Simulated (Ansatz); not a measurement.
# H₂SeS (SMILES S[SeH]): single points off equilibrium

One table from this session's results is given with a row withheld; the runs are named, their logs left out.

The runs use Ansatz 0.2.0, Gaussian basis; single points in def2-TZVPP.

Correlated methods freeze the cores. Filled d shells of the heavier atoms are correlated.

### Where the work starts

4 atoms, charge 0, spin multiplicity 1.

Atoms are counted from 1 here; the program's logs count them from 0.

Bond lengths: S1–Se2 2.181 Å, S1–H3 1.347 Å, Se2–H4 1.411 Å. Angles: Se2–S1–H3 97.8°, S1–Se2–H4 96.5°.

Geometry (Å):

```
S    -0.2508   -0.9646    0.6441
Se   -0.5934    0.6147   -0.8211
H     0.9593   -1.3620    0.2049
H    -0.0779    1.6708   -0.0402
```

The first run:

Contents of run/in.yaml:

```yaml
crystal:
  periodic: [false, false, false]
  atoms:
    - {symbol: S, position_ang: [-0.250800, -0.964600, 0.644100]}
    - {symbol: Se, position_ang: [-0.593400, 0.614700, -0.821100]}
    - {symbol: H, position_ang: [0.959300, -1.362000, 0.204900]}
    - {symbol: H, position_ang: [-0.077900, 1.670800, -0.040200]}
basis:
  gaussian: {orbitals: def2-TZVPP}
correlation: {method: ccsd_t}
output: {forces: true}
```

The command line of these runs was not kept.

Steps of the session up to this table: CCSD(T)/def2-TZVPP; PBE0-D4/def2-TZVPP; wB97M-V/def2-TZVPP; r2SCAN-D4/def2-TZVPP; PBE-D4/def2-TZVPP; wB97X-V/def2-TZVPP; r2SCAN0-D4/def2-TZVPP.

One table of the session follows, with a row left open; its other results are not shown here.

```
    method  RMS force component (eV/Å)  angle to CCSD(T) forces (°)  dipole (D)
   CCSD(T)                       0.582                    reference        1.05
   PBE0-D4                       0.629                         12.4        1.09
   wB97M-V                       0.583                          7.4        1.05
 r2SCAN-D4                       0.629                          9.5        1.09
    PBE-D4                       0.765                         15.0        1.04
   wB97X-V                       0.586                         13.1        1.12
r2SCAN0-D4                           ?                            ?           ?
```

**Question.** Estimate the row for r2SCAN0-D4.

The run gave: RMS force component (eV/Å): 0.560; angle to CCSD(T) forces (°): 14.8; dipole (D): 1.11. In the column «RMS force component (eV/Å)» it is the lowest.
